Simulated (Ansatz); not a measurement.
# TaAl2N3: the cost of one run

Method: DFT PBE, scalar-relativistic, plane waves, PAW, in Ansatz 0.2.0.

**1. Starting point**

It takes space group P-62m (No. 189, hexagonal). The conventional cell has a = 5.459 Å, b = 5.459 Å, c = 3.055 Å, α = 90.00°, β = 90.00°, γ = 120.00°. Ta (site symmetry -62m) has 3 N at 2.14 Å as nearest neighbours. Around Al (site symmetry -6) lie 6 N at 2.27 Å. N (site symmetry m2m) has 1 Ta at 2.14 Å and 4 Al at 2.27 Å as nearest neighbours.

As a file:

```cif
data_structure
_symmetry_space_group_name_H-M 'P 1'
_symmetry_Int_Tables_number 1
_cell_length_a 5.4592
_cell_length_b 5.4592
_cell_length_c 3.0551
_cell_angle_alpha 90.000
_cell_angle_beta 90.000
_cell_angle_gamma 120.000
_cell_volume 78.85
loop_
_atom_site_label
_atom_site_type_symbol
_atom_site_fract_x
_atom_site_fract_y
_atom_site_fract_z
_atom_site_occupancy
Ta1 Ta 0.00000 0.00000 0.00000 1
Al1 Al 0.33333 0.66667 0.50000 1
Al2 Al 0.66667 0.33333 0.50000 1
N1 N 0.39239 0.00000 0.00000 1
N2 N 0.60761 0.60761 0.00000 1
N3 N 0.00000 0.39239 0.00000 1
```

The start is an ordering of an alloy on its end members' structure types: elements ordered on the sites of the TaN type, Ta/Al on Ta (P-62m, No. 189).

**2. The guess as it stands, on a coarse mesh**

input.yaml reads:

```yaml
crystal:
  lattice:
    - [5.45922862, 0.0, 0.0]
    - [-2.72961431, 4.72783067, 0.0]
    - [0.0, 0.0, 3.05506151]
  atoms:
    - { symbol: Ta, position: [0.0, 0.0, 0.0] }
    - { symbol: Al, position: [0.33333333, 0.66666667, 0.5] }
    - { symbol: Al, position: [0.66666667, 0.33333333, 0.5] }
    - { symbol: "N", position: [0.39239216, 0.0, 0.0] }
    - { symbol: "N", position: [0.60760784, 0.60760784, 0.0] }
    - { symbol: "N", position: [0.0, 0.39239216, 0.0] }
basis:
  ecutwfc: 420
kpoints:
  mp_grid: { grid: [6, 6, 6] }
hamiltonian:
  xc: pbe
scf:
  occupations: { method: gaussian, width: 0.1 }
  lower_state_search: "off"
output:
  forces: true
  stress: true
  eigenvalues: true
```

Launch:

```sh
ansatz run input.yaml --threads 1 --pin off --max-ram 2560MiB --backend cpu --events-out ev --progress --plain --runs-dir out
```

Q: Estimate wall time and peak memory on 1 thread of Arm Neoverse V1, shared host.

About 5.4 s, with a peak of 0.32 GiB.
